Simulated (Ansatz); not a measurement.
Runs of Ansatz 0.2.0 on Pb. The cell holds a slab with vacuum, 4 atoms: a = 3.493 Å, b = 3.493 Å, c = 23.556 Å, α = 90.00°, β = 90.00°, γ = 120.00°. The slab is cut from a database's or a generator's crystal, which needn't be the stable form of the element.

| task | level | cell | cutoff (eV) | basis error allowed | gap on the mesh (eV) | largest force (eV/Å) | work function (eV) |
| --- | --- | --- | --- | --- | --- | --- | --- |
| single point | LDA | as given | 143 | 0.002 eV/atom | none | 0.35 | 4.05 |
| single point | PBEsol | as given | 143 | 0.002 eV/atom | none | (a) | 3.83 |
| projected density of states | PBE | the (1 1 1) slab of Pb, cut from the database cell, not relaxed | 143 | 0.002 eV/atom | - | 0.31 | 3.73 |
| single point | PBE | the (1 1 1) slab of Pb, cut from the database cell, not relaxed | 155 | 0.001 eV/atom | none | 0.31 | 3.73 |

Alike in all rows: potentials or basis all-electron LAPW, scalar-relativistic; no spin polarisation; k mesh 9 × 9 × 1; smearing fermi-dirac 0.05 eV.

Question: Fill in the values left out.

Answer: (a) 0.30.

A k mesh can miss the band edges, and the runs leave out spin-orbit coupling on Pb.

A gap of «none» marks a metal or a gap under the smearing width.

Not every run made on this cell is shown here.
